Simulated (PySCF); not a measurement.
# C₂H₃In: NMR shieldings, spin-spin couplings, relativistic core levels, part 2 of 2

PySCF 2.14.0. Atoms count from 0.

## Step 7: NMR shieldings: PBE/pcJ-1 In:dyall-v2z, spin-free

What the job is given:

```
{"job": {"kind": "hnmr", "xc": "PBE", "basis": {"default": "pcJ-1", "In": "dyall-v2z"}, "rel": "sf"}, "charge": 0, "multiplicity": 1}
C      1.937687     0.174338    -0.434870
C      0.761222     0.065936    -0.191440
In    -1.320149    -0.118547     0.241042
H      2.968274     0.266170    -0.649934
H     -2.494122     0.032599    -1.008098
H     -1.849789    -0.418506     1.850070
```

Level: PBE/pcJ-1 In:dyall-v2z GIAO NMR shielding, spin-free X2C, Gaussian nuclei, gas phase.

Standard output:

```text
spin-free SCF
coarse grid: 25864 points
cycle   1  E = -5958.3623774329  dE = -6.529e-02  |g| = 5.925e-01  |ddm| = 2.405e+00
cycle   2  E = -5958.0211897232  dE =  3.412e-01  |g| = 1.212e+00  |ddm| = 1.629e+00
cycle   3  E = -5958.4303726414  dE = -4.092e-01  |g| = 1.528e-01  |ddm| = 1.266e+00
cycle   4  E = -5958.4244175187  dE =  5.955e-03  |g| = 2.450e-01  |ddm| = 3.294e-01
cycle   5  E = -5958.4394126503  dE = -1.500e-02  |g| = 5.199e-02  |ddm| = 1.646e-01
cycle   6  E = -5958.4401971783  dE = -7.845e-04  |g| = 1.366e-02  |ddm| = 6.115e-02
cycle   7  E = -5958.4402295257  dE = -3.235e-05  |g| = 1.892e-03  |ddm| = 1.000e-02
cycle   8  E = -5958.4402302877  dE = -7.620e-07  |g| = 6.488e-04  |ddm| = 3.244e-03
final grid: 52576 points
cycle   9  E = -5958.4410837349  dE = -4.017e-06  |g| = 7.993e-03  |ddm| = 2.339e-03
cycle  10  E = -5958.4410749085  dE =  8.826e-06  |g| = 6.209e-03  |ddm| = 5.227e-03
cycle  11  E = -5958.4410578196  dE =  1.709e-05  |g| = 1.020e-02  |ddm| = 1.003e-02
cycle  12  E = -5958.4410845520  dE = -2.673e-05  |g| = 8.947e-04  |ddm| = 6.271e-03
cycle  13  E = -5958.4410846264  dE = -7.445e-08  |g| = 4.798e-05  |ddm| = 5.028e-04
cycle  14  E = -5958.4410846271  dE = -6.457e-10  |g| = 1.051e-05  |ddm| = 7.193e-05
converged SCF energy = -5958.4410846271
check of the scalar solution
cycle   1  E = -5958.4410846271  dE = -5.958e+03  |FDS-SDF| = 1.051e-05
cycle   2  E = -5958.4410846271  dE =  5.093e-11  |FDS-SDF| = 1.966e-05
converged, E = -5958.4410846271

Field gradients (au) and densities at the nuclei (bohr^-3)
atom        Vxx        Vyy        Vzz        centre      nuclear mean
  0 C      0.0859     0.2020    -0.2879        126.433        126.431
  1 C      0.1551     0.1633    -0.3184        126.446        126.443
  2 In    -2.6574    -3.9541     6.6115     172411.519     168044.059
  3 H     -0.1831    -0.1879     0.3709          0.473          0.473
  4 H     -0.0469    -0.0544     0.1014          0.393          0.393
  5 H     -0.0471    -0.0546     0.1016          0.393          0.393
without picture change
  2 In                           7.2142                    362506.098

Core orbital energies (eV)
atom   shell        mean    spread
  2 In 1s       -27703.839   0.000
  2 In 2s        -4148.813   0.000
  2 In 3s         -787.784   0.000
  2 In 4s         -119.964   0.000
  2 In 2p        -3725.943   0.074
  2 In 3p         -649.026   0.227
  2 In 4p          -78.578   0.350
  2 In 3d         -432.615   0.199
  2 In 4d          -19.212   0.270

Shielding tensors (ppm)
atom      isotropic    diamagn.    paramagn.     s11        s22        s33       span
  0 C        76.23      262.58     -186.34      -8.22       2.80     234.12     242.35
  1 C        80.21      250.20     -169.99     -30.48     -10.00     281.10     311.58
  2 In     2505.20     4996.62    -2491.42    2049.20    2646.63    2819.78     770.58
  3 H        29.26       31.15       -1.90      24.21      24.68      38.88      14.67
  4 H        24.92       26.79       -1.87      16.70      18.62      39.44      22.74
  5 H        24.93       26.82       -1.89      16.71      18.61      39.47      22.76
```

Wall time 8.5 s (1 thread of Arm Neoverse V1, shared host); peak memory 0.86 GiB.

## Step 8: Spin-spin couplings: PBE/pcJ-1 In:dyall-v2z, spin-free

What the job is given:

```
{"job": {"kind": "hj", "xc": "PBE", "basis": {"default": "pcJ-1", "In": "dyall-v2z"}, "rel": "sf", "atoms": [2]}, "charge": 0, "multiplicity": 1}
C      1.937687     0.174338    -0.434870
C      0.761222     0.065936    -0.191440
In    -1.320149    -0.118547     0.241042
H      2.968274     0.266170    -0.649934
H     -2.494122     0.032599    -1.008098
H     -1.849789    -0.418506     1.850070
```

Method: PBE/pcJ-1 In:dyall-v2z indirect spin-spin coupling, X2C without spin-orbit coupling, Gaussian nuclei, gas phase.

Standard output:

```text
spin-free SCF
coarse grid: 25864 points
cycle   1  E = -5958.3623774329  dE = -6.529e-02  |g| = 5.925e-01  |ddm| = 2.405e+00
cycle   2  E = -5958.0211897232  dE =  3.412e-01  |g| = 1.212e+00  |ddm| = 1.629e+00
cycle   3  E = -5958.4303726414  dE = -4.092e-01  |g| = 1.528e-01  |ddm| = 1.266e+00
cycle   4  E = -5958.4244175187  dE =  5.955e-03  |g| = 2.450e-01  |ddm| = 3.294e-01
cycle   5  E = -5958.4394126503  dE = -1.500e-02  |g| = 5.199e-02  |ddm| = 1.646e-01
cycle   6  E = -5958.4401971783  dE = -7.845e-04  |g| = 1.366e-02  |ddm| = 6.115e-02
cycle   7  E = -5958.4402295257  dE = -3.235e-05  |g| = 1.892e-03  |ddm| = 1.000e-02
cycle   8  E = -5958.4402302877  dE = -7.620e-07  |g| = 6.488e-04  |ddm| = 3.244e-03
final grid: 52576 points
cycle   9  E = -5958.4410837349  dE = -4.017e-06  |g| = 7.993e-03  |ddm| = 2.339e-03
cycle  10  E = -5958.4410749085  dE =  8.826e-06  |g| = 6.209e-03  |ddm| = 5.227e-03
cycle  11  E = -5958.4410578196  dE =  1.709e-05  |g| = 1.020e-02  |ddm| = 1.003e-02
cycle  12  E = -5958.4410845520  dE = -2.673e-05  |g| = 8.947e-04  |ddm| = 6.271e-03
cycle  13  E = -5958.4410846264  dE = -7.445e-08  |g| = 4.798e-05  |ddm| = 5.028e-04
cycle  14  E = -5958.4410846271  dE = -6.457e-10  |g| = 1.051e-05  |ddm| = 7.193e-05
converged SCF energy = -5958.4410846271
two-component SCF
cycle   1  E = -5958.4410846283  dE = -5.958e+03  |FDS-SDF| = 1.051e-05
cycle   2  E = -5958.4410846283  dE =  5.093e-11  |FDS-SDF| = 1.966e-05
converged, E = -5958.4410846283

Indirect spin-spin couplings
  i        j     bonds      J/Hz   K/1e19 T2/J   anisotropy/Hz
  2 115In   0  13C    2      131.63      197.66        60.1
  2 115In   1  13C    1      436.08      654.82       266.1
  2 115In   3   1H    3       26.48       10.00         9.4
  2 115In   4   1H    1     1513.62      571.63        99.3
  2 115In   5   1H    1     1509.31      570.00        98.8
```

Wall time 15 s (1 thread of Arm Neoverse V1, shared host); peak memory 0.72 GiB.

## Step 9: NMR shieldings: PBE/pcJ-1 In:dyall-v2z (no two-electron spin-orbit screening), spin–orbit

What the job is given:

```
{"job": {"kind": "hnmr", "xc": "PBE", "basis": {"default": "pcJ-1", "In": "dyall-v2z"}, "rel": "so", "snso": false}, "charge": 0, "multiplicity": 1}
C      1.937687     0.174338    -0.434870
C      0.761222     0.065936    -0.191440
In    -1.320149    -0.118547     0.241042
H      2.968274     0.266170    -0.649934
H     -2.494122     0.032599    -1.008098
H     -1.849789    -0.418506     1.850070
```

With the program's defaults for keys left out, this is: PBE/pcJ-1 In:dyall-v2z GIAO NMR shielding, X2C with spin-orbit coupling, one-electron part alone, Gaussian nuclei, gas phase.

Standard output:

```text
spin-free SCF
coarse grid: 25864 points
cycle   1  E = -5958.3623774329  dE = -6.529e-02  |g| = 5.925e-01  |ddm| = 2.405e+00
cycle   2  E = -5958.0211897232  dE =  3.412e-01  |g| = 1.212e+00  |ddm| = 1.629e+00
cycle   3  E = -5958.4303726414  dE = -4.092e-01  |g| = 1.528e-01  |ddm| = 1.266e+00
cycle   4  E = -5958.4244175187  dE =  5.955e-03  |g| = 2.450e-01  |ddm| = 3.294e-01
cycle   5  E = -5958.4394126503  dE = -1.500e-02  |g| = 5.199e-02  |ddm| = 1.646e-01
cycle   6  E = -5958.4401971783  dE = -7.845e-04  |g| = 1.366e-02  |ddm| = 6.115e-02
cycle   7  E = -5958.4402295257  dE = -3.235e-05  |g| = 1.892e-03  |ddm| = 1.000e-02
cycle   8  E = -5958.4402302877  dE = -7.620e-07  |g| = 6.488e-04  |ddm| = 3.244e-03
final grid: 52576 points
cycle   9  E = -5958.4410837349  dE = -4.017e-06  |g| = 7.993e-03  |ddm| = 2.339e-03
cycle  10  E = -5958.4410749085  dE =  8.826e-06  |g| = 6.209e-03  |ddm| = 5.227e-03
cycle  11  E = -5958.4410578196  dE =  1.709e-05  |g| = 1.020e-02  |ddm| = 1.003e-02
cycle  12  E = -5958.4410845520  dE = -2.673e-05  |g| = 8.947e-04  |ddm| = 6.271e-03
cycle  13  E = -5958.4410846264  dE = -7.445e-08  |g| = 4.798e-05  |ddm| = 5.028e-04
cycle  14  E = -5958.4410846271  dE = -6.457e-10  |g| = 1.051e-05  |ddm| = 7.193e-05
converged SCF energy = -5958.4410846271
two-component SCF
cycle   1  E = -5957.8179873806  dE = -5.958e+03  |FDS-SDF| = 9.428e+01
cycle   2  E = -5959.2427855920  dE = -1.425e+00  |FDS-SDF| = 5.725e-02
cycle   3  E = -5959.2427883964  dE = -2.804e-06  |FDS-SDF| = 1.318e-02
cycle   4  E = -5959.2427878702  dE =  5.262e-07  |FDS-SDF| = 8.689e-03
cycle   5  E = -5959.2427919313  dE = -4.061e-06  |FDS-SDF| = 1.692e-03
cycle   6  E = -5959.2427922249  dE = -2.936e-07  |FDS-SDF| = 3.495e-04
cycle   7  E = -5959.2427922524  dE = -2.748e-08  |FDS-SDF| = 1.513e-04
cycle   8  E = -5959.2427922578  dE = -5.390e-09  |FDS-SDF| = 4.834e-05
converged, E = -5959.2427922578

Field gradients (au) and densities at the nuclei (bohr^-3)
atom        Vxx        Vyy        Vzz        centre      nuclear mean
  0 C      0.0859     0.2018    -0.2877        126.433        126.430
  1 C      0.1548     0.1631    -0.3179        126.445        126.443
  2 In    -2.6568    -3.9612     6.6181     172509.388     168142.016
  3 H     -0.1831    -0.1879     0.3709          0.473          0.473
  4 H     -0.0469    -0.0544     0.1013          0.393          0.393
  5 H     -0.0470    -0.0545     0.1016          0.393          0.393
without picture change
  2 In                           7.2085                    362494.751

Core orbital energies (eV)
atom   shell        mean    spread
  2 In 1s       -27702.536   0.000
  2 In 2s        -4148.538   0.000
  2 In 3s         -787.716   0.000
  2 In 4s         -119.952   0.000
  2 In 2p1/2     -3874.331   0.000
  2 In 2p3/2     -3655.683   0.050
  2 In 3p1/2      -675.902   0.000
  2 In 3p3/2      -636.262   0.148
  2 In 4p1/2       -83.291   0.000
  2 In 4p3/2       -76.354   0.224
  2 In 3d3/2      -438.372   0.138
  2 In 3d5/2      -428.748   0.180
  2 In 4d3/2       -19.856   0.143
  2 In 4d5/2       -18.786   0.155

Shielding tensors (ppm)
atom      isotropic    diamagn.    paramagn.     s11        s22        s33       span
  0 C        74.61      261.69     -187.08      -7.51      -2.04     233.37     240.88
  1 C        68.57      249.30     -180.73     -68.63      -7.14     281.48     350.10
  2 In     3281.76     4614.98    -1333.21    2886.12    3478.68    3480.48     594.36
  3 H        29.28       31.15       -1.87      24.33      24.71      38.81      14.49
  4 H        19.57       26.71       -7.13       2.80      17.90      38.03      35.23
  5 H        19.58       26.74       -7.16       2.77      17.89      38.06      35.29
```

Wall time 24 s (1 thread of Arm Neoverse V1, shared host); peak memory 0.86 GiB.

In short:

| quantity | value |
| --- | --- |
| energy from spin-orbit coupling | -0.8017 Eh |

## Step 10: Shieldings side by side

| run | In2 | C1 | H5 | H4 | C0 | H3 | time |
| --- | --- | --- | --- | --- | --- | --- | --- |
| step 2, PBE/pcJ-1 In:dyall-v2z, spin–orbit | 3285.4 | 69.2 | 19.8 | 19.8 | 74.8 | 29.3 | 23 s |
| step 5, PBE/pcJ-1 In:dyall-v2z, non-relativistic | 2545.8 | 81.3 | 25.5 | 25.5 | 73.7 | 29.3 | 6.6 s |
| step 7, PBE/pcJ-1 In:dyall-v2z, spin-free | 2505.2 | 80.2 | 24.9 | 24.9 | 76.2 | 29.3 | 8.5 s |
| step 9, PBE/pcJ-1 In:dyall-v2z (no two-electron spin-orbit screening), spin–orbit (one-electron part alone) | 3281.8 | 68.6 | 19.6 | 19.6 | 74.6 | 29.3 | 24 s |

## Step 11: What came out

What follows sums up all 2 parts.

```
                                                                                                                                     quantity                                                        value
                                                                 energy from spin-orbit coupling (step 2, PBE/pcJ-1 In:dyall-v2z, spin–orbit)                                                   -0.7326 Eh
                                                                                      shieldings (step 2, PBE/pcJ-1 In:dyall-v2z, spin–orbit)  C0 74.8, C1 69.2, In2 3285.4, H3 29.3, H4 19.8, H5 19.8 ppm
                                                                 energy from spin-orbit coupling (step 3, PBE/pcJ-1 In:dyall-v2z, spin–orbit)                                                   -0.7326 Eh
                                                                        largest reduced coupling (step 3, PBE/pcJ-1 In:dyall-v2z, spin–orbit)                      In2–C1: J = 423.9 Hz, K = 636·10¹⁹ T²/J
                                                                        In2 3d5/2 binding energy (step 4, PBE/pcJ-1 In:dyall-v2z, spin–orbit)                                     448.9 eV, 3d3/2 456.5 eV
                                                                        In2 4d5/2 binding energy (step 4, PBE/pcJ-1 In:dyall-v2z, spin–orbit)                                       24.9 eV, 4d3/2 25.8 eV
                                                                 energy from spin-orbit coupling (step 4, PBE/pcJ-1 In:dyall-v2z, spin–orbit)                                                   -0.7326 Eh
                                                                                shieldings (step 5, PBE/pcJ-1 In:dyall-v2z, non-relativistic)  C0 73.7, C1 81.3, In2 2545.8, H3 29.3, H4 25.5, H5 25.5 ppm
                                                                  largest reduced coupling (step 6, PBE/pcJ-1 In:dyall-v2z, non-relativistic)                      In2–C1: J = 386.3 Hz, K = 580·10¹⁹ T²/J
                                                                                       shieldings (step 7, PBE/pcJ-1 In:dyall-v2z, spin-free)  C0 76.2, C1 80.2, In2 2505.2, H3 29.3, H4 24.9, H5 24.9 ppm
                                                                         largest reduced coupling (step 8, PBE/pcJ-1 In:dyall-v2z, spin-free)                      In2–C1: J = 436.1 Hz, K = 655·10¹⁹ T²/J
energy from spin-orbit coupling (step 9, PBE/pcJ-1 In:dyall-v2z (no two-electron spin-orbit screening), spin–orbit (one-electron part alone))                                                   -0.8017 Eh
                     shieldings (step 9, PBE/pcJ-1 In:dyall-v2z (no two-electron spin-orbit screening), spin–orbit (one-electron part alone))  C0 74.6, C1 68.6, In2 3281.8, H3 29.3, H4 19.6, H5 19.6 ppm
```

What this shows: In step 2, In2 has the widest tensor, 600 ppm. Couplings to heavy atoms from non-relativistic runs lack large relativistic terms. In2 moves most between the runs, by 780 ppm; the labels say what changes from run to run. The geometry comes from tight binding, which is rough for metal atoms, and these values hang on it.
